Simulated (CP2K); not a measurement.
# BCNClF (SMILES N#CB(F)Cl), step by step

Wanted: a structure relaxation (singlet BCNClF, GFN2-xTB), then energy and forces (triplet BCNClF, GFN2-xTB), then a geometry optimisation (triplet BCNClF, GFN2-xTB), then energy and gradient (singlet BCNClF, GFN2-xTB) of CBClFN. 

Program for the calculation: CP2K 2026.2.

3 further runs of the same task are left out: 2 that didn't finish, 1 set aside as unsound or not needed.

## 1. The structure to begin with

BCNClF: 5 atoms, total charge 0, spin state singlet. As SMILES, `N#CB(F)Cl`. The coordinates come from a GFN2-xTB relaxation. The run starts from this shape.

Bond lengths: N1–C2 1.146 Å, C2–B3 1.536 Å, B3–F4 1.319 Å, B3–Cl5 1.702 Å. Angles: N1–C2–B3 178.6°, C2–B3–F4 119.8°, C2–B3–Cl5 121.2°, F4–B3–Cl5 119.0°.

## 2. A structure relaxation at GFN2-xTB (run 1)

Contents of molecule.inp:

```
&FORCE_EVAL
    METHOD QUICKSTEP
    &DFT
        &QS
            METHOD XTB
            EPS_DEFAULT 1.0E-10
            &XTB
                GFN_TYPE TBLITE
                &TBLITE
                    METHOD GFN2
                &END TBLITE
                CHECK_ATOMIC_CHARGES F
            &END XTB
        &END QS
        &POISSON
            PERIODIC NONE
            POISSON_SOLVER ANALYTIC
        &END POISSON
        ! self-consistent field
        &SCF
            SCF_GUESS ATOMIC
            EPS_SCF 1.0E-07
            MAX_SCF 150
            ADDED_MOS 2
            &DIAGONALIZATION
                ALGORITHM STANDARD
            &END DIAGONALIZATION
            &MIXING
                METHOD DIRECT_P_MIXING
                ALPHA 0.4
            &END MIXING
            &SMEAR ON
                METHOD FERMI_DIRAC
                ELECTRONIC_TEMPERATURE [K] 300
            &END SMEAR
        &END SCF
        ! extra output
        &PRINT
            &MOMENTS
                PERIODIC F
                REFERENCE COM
                MAX_MOMENT 1
            &END MOMENTS
            &MULLIKEN OFF
            &END MULLIKEN
            &HIRSHFELD OFF
            &END HIRSHFELD
        &END PRINT
    &END DFT
    ! structure
    &SUBSYS
        &CELL
            ABC 15.1 14.5 13.9
            PERIODIC NONE
        &END CELL
        &COORD
            UNIT bohr
            N      3.1213551    -1.5147667     2.0976149
            C      1.4138553    -0.7884315     0.9824497
            B     -0.8471642     0.2477242    -0.5144023
            F     -2.7981364    -1.2275094    -0.9905755
            Cl    -0.8899098     3.2829645    -1.5750867
        &END COORD
        &TOPOLOGY
            &CENTER_COORDINATES
            &END CENTER_COORDINATES
        &END TOPOLOGY
    &END SUBSYS
&END FORCE_EVAL

! ionic moves
&MOTION
    &GEO_OPT
        OPTIMIZER BFGS
        MAX_ITER 100
        MAX_FORCE 4.5E-04
        RMS_FORCE 3.0E-04
    &END GEO_OPT
    &PRINT
        &TRAJECTORY
            &EACH
                GEO_OPT 1
            &END EACH
        &END TRAJECTORY
        &FORCES ON
            &EACH
                GEO_OPT 1
            &END EACH
        &END FORCES
        &RESTART OFF
        &END RESTART
        &RESTART_HISTORY OFF
        &END RESTART_HISTORY
    &END PRINT
&END MOTION

&GLOBAL
    PROJECT molecule
    RUN_TYPE GEO_OPT
    PRINT_LEVEL LOW
&END GLOBAL
```

Run with:

```console
$ OMP_NUM_THREADS=1 cp2k.psmp molecule.inp > molecule.out
```

The log of the run:

```text
CP2K| version string:                                       CP2K version 2026.2
[...]
 GLOBAL| Method name                                                        CP2K
[...]
 GLOBAL| Run type                                                        GEO_OPT
[...]
                             - Atoms:                                          5
[...]
                             - Spherical basis functions:                     25
[...]
 Number of electrons:                                                         26
[...]
  *** SCF run converged in    22 steps ***
[...]
 ENERGY| Total FORCE_EVAL ( QS ) energy [hartree]            -15.598453330768921
[...]
 OPT| Step number                                                              0
[...]
 OPT| Total energy [hartree]                                      -15.5984533308
[...]
 OPT| Step number                                                              1
[...]
 OPT| Total energy [hartree]                                      -15.5984537936
[...]
 ***                    GEOMETRY OPTIMIZATION COMPLETED                      ***
[...]
  *** SCF run converged in     1 steps ***
[...]
  Fermi energy:                                                -0.36036335441917
[...]
 TB_DIPOLE| Moment [Debye]         -0.03107453       0.21323281      -0.09152121
 TB_DIPOLE| Derivative [a.u.]       0.00000000       0.00000000       0.00000000
 ENERGY| Total FORCE_EVAL ( QS ) energy [hartree]            -15.598453793593736
[...]
```

Run time: 0.53 s. Hardware: 1 thread of Arm Neoverse N1, shared host; peak memory 0.14 GiB.

## 3. The triplet: energy and forces at GFN2-xTB (run 2)

Contents of job.inp:

```
&GLOBAL
 PROJECT job
 RUN_TYPE ENERGY_FORCE
 PRINT_LEVEL MEDIUM
&END GLOBAL

&FORCE_EVAL
 METHOD QS
 &DFT
  MULTIPLICITY 3
  UKS T
  &QS
   METHOD XTB
   EPS_DEFAULT 1.0E-10
   &XTB
    GFN_TYPE TBLITE
    &TBLITE
     METHOD GFN2
    &END TBLITE
    CHECK_ATOMIC_CHARGES F
   &END XTB
  &END QS
  ! cluster boundary conditions
  &POISSON
   PERIODIC NONE
   POISSON_SOLVER ANALYTIC
  &END POISSON
  ! SCF settings
  &SCF
   SCF_GUESS ATOMIC
   EPS_SCF 1.0E-07
   MAX_SCF 150
   ADDED_MOS 8
   &DIAGONALIZATION
    ALGORITHM STANDARD
   &END DIAGONALIZATION
   &MIXING
    METHOD DIRECT_P_MIXING
    ALPHA 0.4
   &END MIXING
   &SMEAR ON
    METHOD FERMI_DIRAC
    ELECTRONIC_TEMPERATURE [K] 300
   &END SMEAR
  &END SCF
  &PRINT
   &MOMENTS
    PERIODIC F
    REFERENCE COM
    MAX_MOMENT 1
   &END MOMENTS
   &MO ON
    ENERGIES T
    OCCUPATION_NUMBERS T
    NDIGITS 6
    &EACH
     QS_SCF 0
    &END EACH
    ADD_LAST NUMERIC
   &END MO
   &HIRSHFELD OFF
   &END HIRSHFELD
  &END PRINT
 &END DFT
 &SUBSYS
  ! vacuum box
  &CELL
   ABC 15.1 14.5 13.9
   PERIODIC NONE
  &END CELL
  &COORD
   UNIT bohr
   N     17.2279225    11.3020475    14.9698189
   C     15.5191112    12.0272451    13.8551375
   B     13.2586019    13.0640017    12.3584422
   F     11.3077980    11.5896865    11.8812524
   Cl    13.2156787    16.0990776    11.2970095
  &END COORD
  &TOPOLOGY
   &CENTER_COORDINATES
   &END CENTER_COORDINATES
  &END TOPOLOGY
 &END SUBSYS
 ! extra output
 &PRINT
  &FORCES ON
  &END FORCES
 &END PRINT
&END FORCE_EVAL
```

Run with:

```console
$ OMP_NUM_THREADS=1 cp2k.psmp -i job.inp > job.out 2>&1
```

The log of the run:

```text
CP2K| version string:                                       CP2K version 2026.2
[...]
 GLOBAL| Method name                                                        CP2K
[...]
 GLOBAL| Run type                                                   ENERGY_FORCE
[...]
                             - Atoms:                                          5
[...]
                             - Spherical basis functions:                     25
[...]
 Number of electrons:                                                         14
[...]
  *** SCF run converged in    22 steps ***
[...]
  Fermi energy:                                                -0.36036352314145
[...]
 TB_DIPOLE| Moment [Debye]         -0.03107460       0.21323989      -0.09152220
 TB_DIPOLE| Derivative [a.u.]       0.00000000       0.00000000       0.00000000
[...]
 ENERGY| Total FORCE_EVAL ( QS ) energy [hartree]            -15.598453793275491
 FORCES| Atomic forces [hartree/bohr]
 FORCES|   Atom     x               y               z               |f|
 FORCES|      1  1.10117660E-05  3.46670187E-05 -3.83782205E-05   5.28767339E-05
 FORCES|      2 -3.14081666E-05  5.22918545E-06  2.27014192E-05   3.91046257E-05
 FORCES|      3 -1.33279071E-04 -2.31330856E-04  3.56446999E-05   2.69347025E-04
 FORCES|      4  1.34964269E-04  1.41642875E-04  1.23447927E-06   1.95651685E-04
 FORCES|      5  1.87112028E-05  4.97917760E-05 -2.12023778E-05   5.72614259E-05
 FORCES| Sum     6.21830604E-16 -3.47486796E-17 -7.89129775E-17
 FORCES| Total atomic force                                       6.27780239E-16
[...]
```

Run time: 0.53 s. Hardware: 1 thread of Arm Neoverse N1, shared host; peak memory 0.14 GiB.

## 4. The triplet: a structure relaxation at GFN2-xTB (run 3)

Contents of qs.inp:

```
&GLOBAL
 PROJECT_NAME qs
 RUN_TYPE GEO_OPT
 PRINT_LEVEL LOW
&END GLOBAL

&FORCE_EVAL
 METHOD Quickstep
 &DFT
  MULTIPLICITY 3
  LSD T
  # Quickstep
  &QS
   METHOD XTB
   EPS_DEFAULT 1.0E-10
   &XTB
    GFN_TYPE TBLITE
    &TBLITE
     METHOD GFN2
    &END TBLITE
    CHECK_ATOMIC_CHARGES F
   &END XTB
  &END QS
  # isolated system
  &POISSON
   PERIODIC NONE
   POISSON_SOLVER ANALYTIC
  &END POISSON
  # self-consistent field
  &SCF
   SCF_GUESS ATOMIC
   EPS_SCF 1.0E-07
   MAX_SCF 150
   ADDED_MOS 8
   &DIAGONALIZATION
    ALGORITHM STANDARD
   &END DIAGONALIZATION
   &MIXING
    METHOD DIRECT_P_MIXING
    ALPHA 0.4
   &END MIXING
   &SMEAR ON
    METHOD FERMI_DIRAC
    ELECTRONIC_TEMPERATURE [K] 300
   &END SMEAR
  &END SCF
  &PRINT
   &MOMENTS
    PERIODIC F
    REFERENCE COM
    MAX_MOMENT 1
   &END MOMENTS
   &MULLIKEN OFF
   &END MULLIKEN
   &HIRSHFELD OFF
   &END HIRSHFELD
  &END PRINT
 &END DFT
 &SUBSYS
  &CELL
   ABC 15.1 14.5 13.9
   PERIODIC NONE
  &END CELL
  &COORD
   UNIT bohr
   N     17.2279225    11.3020475    14.9698189
   C     15.5191112    12.0272451    13.8551375
   B     13.2586019    13.0640017    12.3584422
   F     11.3077980    11.5896865    11.8812524
   Cl    13.2156787    16.0990776    11.2970095
  &END COORD
  &TOPOLOGY
   &CENTER_COORDINATES
   &END CENTER_COORDINATES
  &END TOPOLOGY
 &END SUBSYS
&END FORCE_EVAL

# ionic moves
&MOTION
 &GEO_OPT
  OPTIMIZER BFGS
  MAX_ITER 100
  MAX_FORCE 4.5E-04
  RMS_FORCE 3.0E-04
 &END GEO_OPT
 &PRINT
  &TRAJECTORY
   &EACH
    GEO_OPT 1
   &END EACH
  &END TRAJECTORY
  &FORCES ON
   &EACH
    GEO_OPT 1
   &END EACH
  &END FORCES
  &RESTART OFF
  &END RESTART
  &RESTART_HISTORY OFF
  &END RESTART_HISTORY
 &END PRINT
&END MOTION
```

Run with:

```console
$ OMP_NUM_THREADS=1 cp2k.psmp -i qs.inp -o qs.out
```

The log of the run:

```text
CP2K| version string:                                       CP2K version 2026.2
[...]
 GLOBAL| Method name                                                        CP2K
[...]
 GLOBAL| Run type                                                        GEO_OPT
[...]
                             - Atoms:                                          5
[...]
                             - Spherical basis functions:                     25
[...]
 Number of electrons:                                                         14
[...]
  *** SCF run converged in    22 steps ***
[...]
 ENERGY| Total FORCE_EVAL ( QS ) energy [hartree]            -15.598453793275491
[...]
 OPT| Step number                                                              0
[...]
 OPT| Total energy [hartree]                                      -15.5984537933
[...]
 OPT| Step number                                                              1
[...]
 OPT| Total energy [hartree]                                      -15.5984539158
[...]
 ***                    GEOMETRY OPTIMIZATION COMPLETED                      ***
[...]
  *** SCF run converged in     2 steps ***
[...]
  Fermi energy:                                                -0.35827279222909
[...]
 TB_DIPOLE| Moment [Debye]         -0.03166211       0.21200792      -0.09081194
 TB_DIPOLE| Derivative [a.u.]       0.00000000       0.00000000       0.00000000
 ENERGY| Total FORCE_EVAL ( QS ) energy [hartree]            -15.598453915777887
[...]
```

It took 0.59 s on 1 thread of Arm Neoverse N1, shared host; peak memory 0.14 GiB.

## 5. Energy and forces at GFN2-xTB (run 4)

Contents of gas.inp:

```
&GLOBAL
    PROJECT_NAME gas
    RUN_TYPE ENERGY_FORCE
    PRINT_LEVEL MEDIUM
&END GLOBAL

&FORCE_EVAL
    METHOD QS
    &DFT
        &QS
            METHOD XTB
            EPS_DEFAULT 1.0E-10
            &XTB
                GFN_TYPE TBLITE
                &TBLITE
                    METHOD GFN2
                &END TBLITE
                CHECK_ATOMIC_CHARGES F
            &END XTB
        &END QS
        &POISSON
            PERIODIC NONE
            POISSON_SOLVER ANALYTIC
        &END POISSON
        &SCF
            SCF_GUESS ATOMIC
            EPS_SCF 1.0E-07
            MAX_SCF 150
            ADDED_MOS 2
            &DIAGONALIZATION
                ALGORITHM STANDARD
            &END DIAGONALIZATION
            &MIXING
                METHOD DIRECT_P_MIXING
                ALPHA 0.4
            &END MIXING
            &SMEAR ON
                METHOD FERMI_DIRAC
                ELECTRONIC_TEMPERATURE [K] 300
            &END SMEAR
        &END SCF
        &PRINT
            &MOMENTS
                PERIODIC F
                REFERENCE COM
                MAX_MOMENT 1
            &END MOMENTS
            &MO ON
                ENERGIES T
                OCCUPATION_NUMBERS T
                NDIGITS 6
                &EACH
                    QS_SCF 0
                &END EACH
                ADD_LAST NUMERIC
            &END MO
            &HIRSHFELD OFF
            &END HIRSHFELD
        &END PRINT
    &END DFT
    &SUBSYS
        &CELL
            ABC 15.1 14.5 13.9
            PERIODIC NONE
        &END CELL
        &COORD
            UNIT bohr
            N     17.2277733    11.3022743    14.9697282
            C     15.5184782    12.0271695    13.8556288
            B     13.2580124    13.0636673    12.3588750
            F     11.3072519    11.5899076    11.8811012
            Cl    13.2154557    16.0987980    11.2972382
        &END COORD
        &TOPOLOGY
            &CENTER_COORDINATES
            &END CENTER_COORDINATES
        &END TOPOLOGY
    &END SUBSYS
    &PRINT
        &FORCES ON
        &END FORCES
    &END PRINT
&END FORCE_EVAL
```

Run with:

```console
$ OMP_NUM_THREADS=1 cp2k.psmp -i gas.inp -o gas.out
```

The log of the run:

```text
CP2K| version string:                                       CP2K version 2026.2
[...]
 GLOBAL| Method name                                                        CP2K
[...]
 GLOBAL| Run type                                                   ENERGY_FORCE
[...]
                             - Atoms:                                          5
[...]
                             - Spherical basis functions:                     25
[...]
 Number of electrons:                                                         26
[...]
  *** SCF run converged in    22 steps ***
[...]
  Fermi energy:                                                -0.36036033529323
[...]
 TB_DIPOLE| Moment [Debye]         -0.03165801       0.21201272      -0.09081269
 TB_DIPOLE| Derivative [a.u.]       0.00000000       0.00000000       0.00000000
[...]
 ENERGY| Total FORCE_EVAL ( QS ) energy [hartree]            -15.598453915564598
 FORCES| Atomic forces [hartree/bohr]
 FORCES|   Atom     x               y               z               |f|
 FORCES|      1  2.94240805E-05  2.55655810E-05 -1.74571334E-05   4.27097993E-05
 FORCES|      2 -3.58571861E-05 -1.96717734E-06  1.07773064E-05   3.74934382E-05
 FORCES|      3 -9.28465901E-05 -1.50031759E-04  2.62970172E-05   1.78385961E-04
 FORCES|      4  7.34739512E-05  7.14189699E-05 -2.49248935E-06   1.02495382E-04
 FORCES|      5  2.58057444E-05  5.50143852E-05 -1.71247008E-05   6.31329898E-05
 FORCES| Sum     1.88922229E-16 -6.24229401E-17 -1.85605248E-16
 FORCES| Total atomic force                                       2.72098401E-16
[...]
```

Wall time 0.48 s (1 thread of Arm Neoverse N1, shared host); peak memory 0.14 GiB.

## 6. Outcome

| quantity | value |
| --- | --- |
| run 1, GFN2-xTB: total energy at the end | -15.59845 Eh |
| run 1, GFN2-xTB: dipole moment (from atomic charges alone) | 0.23 D |
| run 4, GFN2-xTB: HOMO energy | -12.28 eV |
| run 4, GFN2-xTB: LUMO energy | -8.91 eV |
| run 4, GFN2-xTB: HOMO–LUMO gap | 3.37 eV |
| run 4, GFN2-xTB: largest force on an atom | 0.009 eV/Å |
| triplet, run 2 | no result (the spin typed was ignored) |
| triplet, run 3 | no result (the spin typed was ignored) |

The dipole (run 1, GFN2-xTB) comes from point charges on the atoms alone, without atomic dipoles, so it is partial. The optimisation (run 1, GFN2-xTB) took 1 steps and changed the energy by -0.000 eV. The dipole (run 4, GFN2-xTB) comes from point charges on the atoms alone, without atomic dipoles, so it is partial. 2 of the 4 runs ended normally but are set aside, since settings or state are in doubt.
